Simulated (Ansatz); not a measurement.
# C2H7AlSSi: small, medium and large basis sets

One table from this session's results is given with a row withheld; the runs are named, their logs left out.

Program: Ansatz 0.2.0, Gaussian basis. Level of theory: one geometry, several basis sets. These are calculated values, not measurements.

The runs, in order: PBE0-D4/def2-SVP; ωB97M-V/def2-SVP; PBE0-D4/def2-QZVPP; ωB97M-V/def2-QZVPP; the functionals' def2-TZVPP values are taken from earlier runs.

## The relaxed structure

The geometry comes from an earlier relaxation with PBE0-D4 in a triple-zeta def2 set; it is a stationary point, not always the lowest conformer.

SMILES `[AlH2][SiH]1CSC1`, 12 atoms, charge 0, spin multiplicity 1.

Atoms are counted from 1 here; the program's logs count them from 0.

Bond lengths: Al1–Si2 2.436 Å, Al1–H6 1.593 Å, Al1–H7 1.593 Å, Si2–C3 1.918 Å, Si2–C5 1.918 Å, Si2–H8 1.498 Å, C3–S4 1.834 Å, C3–H9 1.092 Å, C3–H10 1.089 Å, S4–C5 1.834 Å, C5–H11 1.092 Å, C5–H12 1.089 Å. Angles: Si2–Al1–H6 118.6°, Si2–Al1–H7 118.7°, H6–Al1–H7 122.2°, Al1–Si2–C3 86.5°, Al1–Si2–C5 86.4°, Al1–Si2–H8 146.1°, C3–Si2–C5 81.7°, C3–Si2–H8 118.2°, C5–Si2–H8 118.2°, Si2–C3–S4 84.3°, Si2–C3–H9 118.7°, Si2–C3–H10 119.7°, S4–C3–H9 108.5°, S4–C3–H10 111.3°, H9–C3–H10 110.6°, C3–S4–C5 86.3°, Si2–C5–S4 84.3°, Si2–C5–H11 118.7° and more.

The first run:

The input, in.yaml:

```yaml
crystal:
  periodic: [false, false, false]
  atoms:
    - {symbol: Al, position_ang: [-1.050215, 0.672468, 1.463573]}
    - {symbol: Si, position_ang: [-0.717511, -0.800038, -0.448311]}
    - {symbol: C, position_ang: [1.071212, -1.041616, 0.200021]}
    - {symbol: S, position_ang: [1.120640, 0.791868, 0.204548]}
    - {symbol: C, position_ang: [0.096240, 0.705268, -1.314405]}
    - {symbol: H, position_ang: [-1.781117, 2.068674, 1.233960]}
    - {symbol: H, position_ang: [-0.698323, 0.127767, 2.918137]}
    - {symbol: H, position_ang: [-1.309834, -1.875117, -1.307103]}
    - {symbol: H, position_ang: [1.834642, -1.406691, -0.490517]}
    - {symbol: H, position_ang: [1.233159, -1.444688, 1.198894]}
    - {symbol: H, position_ang: [0.755492, 0.526872, -2.166756]}
    - {symbol: H, position_ang: [-0.477385, 1.620034, -1.457941]}
basis:
  gaussian: {orbitals: def2-SVP}
hamiltonian: {xc: pbe0, dispersion: d4}
output: {orbitals: {seedname: orbitals}}
```

Run with:

```console
> ansatz run in.yaml --threads 4 --pin off --events-out ev --progress --plain --max-ram 10444MiB
```

Steps of the session up to this table: PBE0-D4 in def2-SVP; ωB97M-V in def2-SVP; PBE0-D4 in def2-QZVPP; ωB97M-V in def2-QZVPP.

One of the session's tables, all rows but one given; the rest of the session is left out.

It belongs to the step «Density functionals: the series». 

| functional | basis | HOMO (eV) |
| --- | --- | --- |
| PBE0-D4 | def2-SVP | ? |
| PBE0-D4 | def2-TZVPP | -6.87 |
| PBE0-D4 | def2-QZVPP | -6.88 |
| ωB97M-V | def2-SVP | -8.86 |
| ωB97M-V | def2-TZVPP | -8.86 |
| ωB97M-V | def2-QZVPP | -8.87 |

**Question.** Estimate the row for PBE0-D4, def2-SVP.

**Answer.** HOMO (eV): -6.90. In the column «HOMO (eV)» it lies between ωB97M-V, def2-TZVPP (-8.86) and PBE0-D4, def2-QZVPP (-6.88).
